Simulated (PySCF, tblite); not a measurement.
# C2H10AlN3Si: geometry, infrared bands and NMR shifts

Wanted: the infrared bands and NMR shifts of C2H10AlN3Si (`[SiH3][NH][Al]1[NH]CC[NH]1`), by calculation.

Programs: tblite 0.8.0 and PySCF 2.14.0, with density-fitted response routines of our own. Each step states its level of theory. These are calculated values for one molecule in the gas phase, unless marked as measured. Atoms count from 0, in the outputs and in this text.

### 1 The molecule as given

17 atoms, charge 0, multiplicity 1; geometry from: force field or distance geometry start.

Bonds of the start (Å): Si0–N1 1.80, N1–Al2 1.90, Al2–N3 1.88, N3–C4 1.49, C4–C5 1.54, C5–N6 1.47, N6–Al2 1.86, Si0–H7 1.47, Si0–H8 1.47, Si0–H9 1.46, N1–H10 1.05, N3–H11 1.04, C4–H12 1.12, C4–H13 1.10, C5–H14 1.11, C5–H15 1.13, N6–H16 1.05.

### 2 Optimising the geometry with GFN2-xTB

The job: settings as JSON, then the geometry in Å.

```
{"job": {"kind": "relax", "xc": "GFN2-xTB", "basis": "xTB"}, "charge": 0, "multiplicity": 1}
Si     2.367700     0.952000    -0.227300
N      1.712400    -0.090300    -1.537000
Al    -0.043100    -0.619900    -1.021800
N     -1.365900     0.706100    -0.813400
C     -2.081700     0.158200     0.367500
C     -1.141300    -0.639300     1.297300
N     -0.307200    -1.588400     0.546900
H      2.411400     0.218300     1.047500
H      1.507300     2.137900    -0.073800
H      3.715800     1.384600    -0.573700
H      2.296600    -0.963500    -1.540100
H     -2.006700     0.646900    -1.630400
H     -2.915400    -0.507400     0.040300
H     -2.530800     0.999900     0.923300
H     -1.748000    -1.186300     2.046200
H     -0.494800     0.078800     1.875300
H      0.616600    -1.675600     1.036500
```

On the command line:

```bash
> OMP_NUM_THREADS=1 python probes_run.py task.json out
```

One launch serves the whole session: the jobs run in the order shown.

Output:

```text
step      E/eV     max force
  0    -570.51199    1.865
  1    -570.70035    1.434
  2    -570.89113    0.846
  3    -570.95799    0.708
  4    -571.00279    0.600
  5    -571.04569    0.673
  6    -571.11232    0.858
  7    -571.17823    0.724
  8    -571.22854    0.475
  9    -571.25898    0.386
 10    -571.28496    0.406
 11    -571.31085    0.448
 12    -571.32914    0.461
 13    -571.34095    0.394
 14    -571.35220    0.335
 15    -571.36048    0.277
 16    -571.36886    0.210
 17    -571.37473    0.221
 18    -571.38264    0.272
 19    -571.39186    0.281
 20    -571.40272    0.255
 21    -571.41312    0.281
 22    -571.42180    0.280
 23    -571.42937    0.390
 24    -571.43776    0.291
 25    -571.45006    0.253
 26    -571.45904    0.237
 27    -571.46818    0.265
 28    -571.47907    0.242
 29    -571.48936    0.244
 30    -571.49727    0.190
 31    -571.50244    0.129
 32    -571.50519    0.134
 33    -571.50544    0.264
 34    -571.50854    0.099
 35    -571.51023    0.162
 36    -571.51325    0.221
 37    -571.51608    0.188
 38    -571.51963    0.150
 39    -571.52307    0.166
 40    -571.52697    0.178
 41    -571.53173    0.178
 42    -571.53773    0.197
 43    -571.53934    0.506
 44    -571.54722    0.299
 45    -571.55165    0.181
 46    -571.55652    0.187
 47    -571.55971    0.215
 48    -571.56314    0.173
 49    -571.56634    0.140
 50    -571.56969    0.116
 51    -571.57340    0.162
 52    -571.57829    0.228
 53    -571.58200    0.264
 54    -571.58798    0.154
 55    -571.59209    0.124
 56    -571.59656    0.151
 57    -571.60024    0.203
 58    -571.60681    0.230
 59    -571.61285    0.198
 60    -571.61802    0.160
 61    -571.62124    0.171
 62    -571.62320    0.188
 63    -571.62718    0.137
 64    -571.63177    0.202
 65    -571.63696    0.195
 66    -571.64136    0.203
 67    -571.64791    0.244
 68    -571.65578    0.203
 69    -571.66114    0.195
 70    -571.66440    0.151
 71    -571.66804    0.156
 72    -571.67266    0.196
 73    -571.67555    0.115
 74    -571.67792    0.185
 75    -571.67920    0.102
 76    -571.68031    0.077
 77    -571.68155    0.075
 78    -571.68280    0.076
 79    -571.68404    0.083
 80    -571.68491    0.089
 81    -571.68552    0.057
 82    -571.68596    0.053
 83    -571.68649    0.044
 84    -571.68696    0.055
 85    -571.68734    0.055
 86    -571.68760    0.039
 87    -571.68780    0.029
 88    -571.68797    0.028
 89    -571.68809    0.028
 90    -571.68819    0.021
 91    -571.68829    0.022
 92    -571.68838    0.026
 93    -571.68848    0.034
 94    -571.68857    0.027
 95    -571.68865    0.022
 96    -571.68872    0.024
 97    -571.68880    0.023
 98    -571.68886    0.024
 99    -571.68893    0.020
100    -571.68899    0.017
101    -571.68906    0.021
102    -571.68915    0.027
103    -571.68924    0.025
104    -571.68933    0.023
105    -571.68939    0.022
106    -571.68945    0.028
107    -571.68953    0.028
108    -571.68966    0.029
109    -571.68980    0.030
110    -571.68994    0.025
111    -571.69004    0.025
112    -571.69014    0.027
113    -571.69026    0.027
114    -571.69038    0.027
115    -571.69047    0.020
116    -571.69053    0.016
117    -571.69058    0.016
118    -571.69061    0.014
119    -571.69065    0.013
120    -571.69070    0.015
121    -571.69077    0.019
122    -571.69088    0.024
123    -571.69101    0.024
124    -571.69112    0.018
125    -571.69117    0.016
126    -571.69119    0.015
127    -571.69122    0.013
128    -571.69126    0.014
129    -571.69133    0.017
130    -571.69141    0.021
131    -571.69149    0.022
132    -571.69155    0.018
133    -571.69162    0.023
134    -571.69172    0.034
135    -571.69189    0.048
136    -571.69213    0.055
137    -571.69241    0.052
138    -571.69271    0.044
139    -571.69301    0.051
140    -571.69339    0.070
141    -571.69375    0.073
142    -571.69451    0.071
143    -571.69598    0.189
144    -571.69742    0.089
145    -571.69461    0.269
146    -571.70025    0.093
147    -571.70192    0.146
148    -571.70151    0.230
149    -571.70485    0.141
150    -571.70577    0.208
151    -571.70725    0.124
152    -571.70835    0.109
153    -571.70933    0.099
154    -571.71089    0.084
155    -571.71159    0.083
156    -571.71258    0.096
157    -571.71361    0.067
158    -571.71418    0.086
159    -571.71475    0.146
160    -571.71578    0.099
161    -571.71808    0.087
162    -571.72054    0.163
163    -571.72246    0.124
164    -571.72375    0.143
165    -571.72453    0.119
166    -571.72549    0.097
167    -571.72676    0.071
168    -571.72805    0.087
169    -571.72881    0.072
170    -571.72947    0.080
171    -571.73038    0.080
172    -571.73115    0.095
173    -571.73203    0.073
174    -571.73270    0.096
175    -571.73332    0.164
176    -571.73492    0.158
177    -571.73596    0.088
178    -571.73663    0.080
179    -571.73741    0.065
180    -571.73785    0.055
181    -571.73810    0.044
182    -571.73832    0.036
183    -571.73850    0.052
184    -571.73854    0.064
185    -571.73887    0.031
186    -571.73905    0.027
187    -571.73921    0.062
188    -571.73935    0.029
189    -571.73954    0.034
190    -571.73975    0.034
191    -571.73993    0.027
192    -571.74006    0.028
193    -571.74019    0.024
194    -571.74034    0.025
195    -571.74050    0.027
196    -571.74070    0.033
197    -571.74085    0.075
198    -571.74110    0.038
199    -571.74134    0.035
200    -571.74158    0.033
201    -571.74192    0.044
202    -571.74244    0.053
203    -571.74293    0.052
204    -571.74314    0.055
205    -571.74305    0.085
206    -571.74360    0.040
207    -571.74378    0.031
208    -571.74438    0.045
209    -571.74462    0.070
210    -571.74535    0.068
211    -571.74583    0.110
212    -571.74637    0.067
213    -571.74670    0.040
214    -571.74688    0.030
215    -571.74696    0.016
216    -571.74700    0.020
217    -571.74705    0.015
218    -571.74712    0.018
219    -571.74718    0.021
220    -571.74727    0.024
221    -571.74736    0.023
222    -571.74743    0.027
223    -571.74750    0.032
224    -571.74759    0.034
225    -571.74771    0.032
226    -571.74786    0.031
227    -571.74805    0.028
228    -571.74823    0.056
229    -571.74840    0.022
230    -571.74851    0.025
231    -571.74864    0.023
232    -571.74872    0.021
233    -571.74894    0.026
234    -571.74913    0.025
235    -571.74926    0.043
236    -571.74943    0.047
237    -571.74968    0.038
238    -571.74990    0.042
239    -571.75009    0.029
240    -571.75021    0.030
241    -571.75033    0.023
242    -571.75042    0.024
243    -571.75058    0.022
244    -571.75073    0.025
245    -571.75087    0.022
246    -571.75094    0.027
247    -571.75099    0.015
248    -571.75102    0.010
249    -571.75105    0.007
```

Wall time 3.2 s (1 thread of Arm Neoverse N1, shared host).

Step by step: (not every step is listed)

| step | energy from step 0 (eV) | largest force (eV/Å) |
| --- | --- | --- |
| 0 | 0.0000 | 1.8650 |
| 1 | -0.1884 | 1.4340 |
| 2 | -0.3791 | 0.8456 |
| 3 | -0.4460 | 0.7081 |
| 4 | -0.4908 | 0.6002 |
| 5 | -0.5337 | 0.6730 |
| 6 | -0.6003 | 0.8583 |
| 7 | -0.6662 | 0.7236 |
| 8 | -0.7165 | 0.4754 |
| 31 | -0.9905 | 0.1290 |
| 54 | -1.0760 | 0.1535 |
| 77 | -1.1696 | 0.0749 |
| 100 | -1.1770 | 0.0166 |
| 123 | -1.1790 | 0.0239 |
| 146 | -1.1883 | 0.0930 |
| 169 | -1.2168 | 0.0716 |
| 192 | -1.2281 | 0.0279 |
| 215 | -1.2350 | 0.0162 |
| 238 | -1.2379 | 0.0422 |
| 244 | -1.2387 | 0.0253 |
| 245 | -1.2389 | 0.0220 |
| 246 | -1.2390 | 0.0273 |
| 247 | -1.2390 | 0.0152 |
| 248 | -1.2390 | 0.0099 |
| 249 | -1.2391 | 0.0073 |

Close pairs (by a distance rule), those that changed most:

| bond | before (Å) | after (Å) | change (Å) |
| --- | --- | --- | --- |
| N1–Al2 | 1.905 | 1.793 | -0.112 |
| Al2–N3 | 1.885 | 1.782 | -0.102 |
| Al2–N6 | 1.862 | 1.781 | -0.082 |
| Si0–N1 | 1.798 | 1.736 | -0.062 |
| N6–H16 | 1.049 | 1.009 | -0.040 |
| N1–H10 | 1.051 | 1.014 | -0.037 |
| N3–H11 | 1.040 | 1.009 | -0.031 |
| C5–H15 | 1.126 | 1.099 | -0.027 |

The final coordinates are the input of the step that follows.

### 3 Harmonic vibrations with GFN2-xTB

The job: settings as JSON, then the geometry in Å.

```
{"job": {"kind": "ir", "xc": "GFN2-xTB", "basis": "xTB"}, "charge": 0, "multiplicity": 1}
Si     3.327688     0.679606    -0.517370
N      1.667274     0.592766    -1.015680
Al     0.125191     0.121420    -0.232337
N     -1.546093     0.202733    -0.845614
C     -2.406087    -0.502277     0.100351
C     -1.745424    -0.531255     1.494115
N     -0.292124    -0.568703     1.355056
H      4.137672    -0.233342    -1.337906
H      3.367323     0.302637     0.894039
H      3.822168     2.050221    -0.716970
H      1.535406     0.858678    -1.984856
H     -2.028780     0.419350    -1.704649
H     -2.582641    -1.536019    -0.227799
H     -3.382876    -0.009424     0.183389
H     -2.109255    -1.411501     2.039276
H     -2.063595     0.359945     2.052762
H      0.167156    -0.782802     2.227400
```

Output:

```text
mode    cm-1     km/mol
  1      38.2      0.69
  2      47.2      0.76
  3      59.5      0.09
  4      98.7      0.02
  5     147.5      1.08
  6     178.4      7.84
  7     257.8     24.27
  8     324.5     33.63
  9     345.1      6.57
 10     357.8     12.33
 11     379.5    201.92
 12     535.4     17.48
 13     539.9      0.62
 14     574.8    101.16
 15     607.8     85.18
 16     762.2    212.57
 17     772.5     62.60
 18     778.2    176.76
 19     806.5    277.45
 20     825.6    368.32
 21     871.1     23.42
 22     908.5      3.86
 23     937.2    150.85
 24    1058.6     13.01
 25    1060.6     25.43
 26    1077.7    369.44
 27    1113.5    153.62
 28    1154.0      1.56
 29    1200.7      1.17
 30    1221.4     11.20
 31    1248.0     26.36
 32    1344.5      6.87
 33    1368.4      0.06
 34    1492.8      0.59
 35    1503.5     10.50
 36    2172.8    476.85
 37    2193.3    272.07
 38    2259.3    296.63
 39    2839.0      1.60
 40    2856.8    158.68
 41    2892.1     30.41
 42    2900.6    196.05
 43    3371.6      7.02
 44    3434.2      0.74
 45    3437.2      3.55
```

Run time: 1.1 s. Hardware: 1 thread of Arm Neoverse N1, shared host.

The strongest bands and the atoms that carry them (share of the mass-weighted mode):

| cm⁻¹ | km/mol | atoms |
| --- | --- | --- |
| 380 | 201.9 | H16 39 %, H11 34 %, H10 14 % |
| 762 | 212.6 | H8 61 %, H9 17 %, H7 16 % |
| 806 | 277.4 | H7 30 %, H9 30 %, Al2 14 %, N6 10 % |
| 826 | 368.3 | H9 24 %, H7 24 %, Si0 19 % |
| 1078 | 369.4 | H10 53 %, N1 38 % |
| 2173 | 476.9 | H7 49 %, H9 47 % |
| 2193 | 272.1 | H9 50 %, H7 48 % |
| 2259 | 296.6 | H8 97 % |

### 4 Shielding tensors: PBE0/pcSseg-1

Settings changed since step 3:

```diff
@@ -1,2 +1,2 @@
-{"job": {"kind": "ir", "xc": "GFN2-xTB", "basis": "xTB"}, "charge": 0, "multiplicity": 1}
+{"job": {"kind": "nmr", "xc": "PBE0", "basis": "pcSseg-1"}, "charge": 0, "multiplicity": 1}
 Si     3.327688     0.679606    -0.517370
```

Level: GIAO PBE0/pcSseg-1 NMR shielding, non-relativistic, gas phase.

Output:

```text
coarse grid: 14808 points
cycle   1  E = -777.7888920993  dE =  6.291e-01  |g| = 7.185e-01  |ddm| = 3.772e+00
cycle   2  E = -777.6718878696  dE =  1.170e-01  |g| = 1.025e+00  |ddm| = 1.291e+00
cycle   3  E = -777.9021329017  dE = -2.302e-01  |g| = 4.813e-02  |ddm| = 8.120e-01
cycle   4  E = -777.9025321528  dE = -3.993e-04  |g| = 2.344e-02  |ddm| = 5.391e-02
cycle   5  E = -777.9026430189  dE = -1.109e-04  |g| = 9.507e-03  |ddm| = 2.391e-02
cycle   6  E = -777.9026616966  dE = -1.868e-05  |g| = 1.995e-03  |ddm| = 7.350e-03
cycle   7  E = -777.9026625196  dE = -8.230e-07  |g| = 4.707e-04  |ddm| = 1.591e-03
final grid: 132928 points
cycle   8  E = -777.9352380205  dE = -2.180e-05  |g| = 9.345e-03  |ddm| = 2.201e-02
cycle   9  E = -777.9352209704  dE =  1.705e-05  |g| = 1.291e-02  |ddm| = 1.636e-02
cycle  10  E = -777.9352580290  dE = -3.706e-05  |g| = 7.741e-04  |ddm| = 9.360e-03
cycle  11  E = -777.9352581449  dE = -1.159e-07  |g| = 2.443e-04  |ddm| = 6.580e-04
cycle  12  E = -777.9352581577  dE = -1.283e-08  |g| = 4.811e-05  |ddm| = 2.104e-04
cycle  13  E = -777.9352581580  dE = -2.849e-10  |g| = 3.059e-05  |ddm| = 5.292e-05
converged SCF energy = -777.9352581580

GIAO shielding tensors (ppm)
atom      isotropic    diamagn.    paramagn.     s11        s22        s33       span
  0 Si     403.509     878.789    -475.281    359.374    382.070    469.081    109.707
  1 N      268.058     325.821     -57.763    246.332    262.250    295.592     49.260
  2 Al     417.145     800.135    -382.990    360.205    395.583    495.648    135.443
  3 N      248.904     322.738     -73.835    218.422    244.986    283.303     64.882
  4 C      138.919     240.521    -101.602    125.548    131.500    159.709     34.162
  5 C      138.820     240.213    -101.393    125.589    131.213    159.658     34.070
  6 N      250.343     322.456     -72.113    219.762    246.225    285.042     65.280
  7 H       26.732      27.882      -1.150     22.843     24.801     32.553      9.710
  8 H       26.979      29.667      -2.688     23.268     26.609     31.060      7.793
  9 H       26.728      27.803      -1.075     22.846     24.808     32.529      9.684
 10 H       32.227      32.656      -0.429     23.023     30.341     43.317     20.294
 11 H       31.466      33.179      -1.713     22.923     28.629     42.845     19.922
 12 H       28.077      28.358      -0.281     22.303     26.492     35.435     13.132
 13 H       28.487      27.409       1.078     24.067     26.726     34.667     10.600
 14 H       28.450      27.525       0.925     24.030     26.704     34.615     10.585
 15 H       28.072      28.355      -0.283     22.254     26.517     35.444     13.190
 16 H       31.352      33.612      -2.260     22.682     28.771     42.602     19.921
```

Wall time 64 s (1 thread of Arm Neoverse N1, shared host); peak memory 0.75 GiB.

Shifts follow as δ = σ(reference) − σ, with reference shieldings (ppm) from runs at the same level and on the same kind of geometry: 1H TMS 31.72, 13C TMS 186.9, 29Si TMS 349.2, 15N NH3 267.7, 27Al AlH4- 490.0. The references are single molecules in the gas phase, so shifts against H2O, NH3, PH3, H3PO4 or CFCl3 are not on the usual liquid scales and can be off by tens of ppm. Shifts against hydride references such as AlH4− lie on their own scale. Atoms listed in one row are averaged.

| atoms | environment | σ (ppm) | δ (ppm) |
| --- | --- | --- | --- |
| C4, C5 | sp3 CH2 bonded to N | 138.9 | 48.1 |
| H7, H8, H9 | hydrogen on a silicon bonded to N | 26.81 | 4.90 |
| H12, H13, H14, H15 | hydrogen on an sp3 CH2 bonded to N | 28.27 | 3.45 |
| H11, H16 | hydrogen on a nitrogen bonded to C, Al, in a 5-membered ring | 31.41 | 0.31 |
| H10 | hydrogen on a nitrogen bonded to Al, Si | 32.23 | -0.51 |
| Si0 | silicon bonded to N, 3 H | 403.5 | -54.4 |
| N3, N6 | nitrogen bonded to C, Al, H, in a 5-membered ring | 249.6 | 18.1 |
| N1 | nitrogen bonded to Al, Si, H | 268.1 | -0.3 |
| Al2 | aluminium bonded to 3 N, in a 5-membered ring | 417.1 | 72.8 |

The run also stored atomic charges by several schemes (e):

| atoms | Mulliken | IAO | Hirshfeld | ESP fit |
| --- | --- | --- | --- | --- |
| Si0 | 0.64 | 0.76 | 0.35 | 0.60 |
| N1 | -0.94 | -0.97 | -0.39 | -0.91 |
| Al2 | 1.17 | 1.10 | 0.58 | 1.03 |
| N3, N6 | -0.75 | -0.72 | -0.32 | -0.84 |
| C4, C5 | -0.02 | -0.14 | -0.03 | 0.11 |

Mayer bond orders: Si0–N1 0.97, N1–Al2 0.90, Al2–N3 0.93, N3–C4 0.95, C4–C5 1.04, C5–N6 0.95, N6–Al2 0.94.

Ring of atoms Al2, N3, C4, C5, N6: NICS(0) -6.1, NICS(1) -1.5, NICS(1)zz -0.3 ppm (means of both faces).

The fields below are evaluated on a grid from the run's orbitals.

Frontier orbitals at PBE0/pcSseg-1, with the share of their density that lies nearest to each atom:

| orbital | energy (eV) | lies on |
| --- | --- | --- |
| HOMO | -5.77 | N3, N6 about 34 % each; H12, H15 about 6 % each |
| LUMO | -0.03 | Al2 22 %; H10 15 %; N1 12 % |

ELF in a plane through or near 11 of the atoms.

Ten even steps from '0' (0.00) to '9' (1.00):
```
0000000000000000000000000000
0000000000000000000000000000
0000000000000000000000000000
0000000000000002770000000000
0000000002100006993000000000
0000000089820017992000000000
0000000089940146871033000000
0000010169861187574688300000
0000131274281617675498300000
0000241167683431152465100000
0000226615440225279600000000
0000111242001586721510000000
0000029999002554855973000000
0000049999100499427984000000
0000039999100699303761000000
0000005885000599200000000000
0000000010000044000000000000
0000000000000000000000000000
0000000000000000000000000000
0000000000000000000000000000
```
The map spans 13.7 Å across and 9.9 Å up, centred on the molecule. Atoms in the plane (x, y in Å): Si0 (-3.4, -0.2), N1 (-2.0, 0.7), Al2 (-0.2, 0.3), N3 (1.2, 1.4), C4 (2.4, 0.6), C5 (2.1, -0.9), N6 (0.7, -1.2), H8 (-3.1, -1.6), H10 (-2.1, 1.7), H11 (1.4, 2.4), H16 (0.5, -2.2).

On the surface of density 0.002 e/bohr³ the electrostatic potential runs, from the 1st to the 99th percentile, from -1.07 V near N6 to 1.52 V near Al2.

### 5 Results

| quantity | value |
| --- | --- |
| strongest single infrared mode (GFN2-xTB) | 2173 cm⁻¹, 477 km/mol |
| zero-point energy (GFN2-xTB) | 77.7 kcal/mol |
| 13C shifts against TMS (PBE0/pcSseg-1, means over atoms taken as alike) | 48.1 ppm |
| 1H shifts against TMS (PBE0/pcSseg-1, means over atoms taken as alike) | 4.90, 3.45, 0.31, -0.51 ppm |
| 29Si shifts against TMS (PBE0/pcSseg-1) | -54.4 ppm |
| 15N shifts against NH3 (PBE0/pcSseg-1, means over atoms taken as alike) | 18.1, -0.3 ppm |
| 27Al shifts against AlH4- (PBE0/pcSseg-1) | 72.8 ppm |
| surface potential, 1st and 99th percentile | -1.07 V and 1.52 V |

**Reading.** Relaxing lowered the energy by 1.239 eV in 249 steps; the close pair that moved most is N1–Al2, from 1.905 to 1.793 Å. No mode is imaginary among the 45: a minimum at this level. The strongest single mode, at 2173 cm⁻¹, moves mainly H7 and H9. GFN2-xTB is a fitted tight-binding method: band positions and strengths are rough. Its intensities can rank the bands wrongly. At PBE0/pcSseg-1: Shielding is most anisotropic at Al2 (span 135 ppm, paramagnetic term -383 ppm).
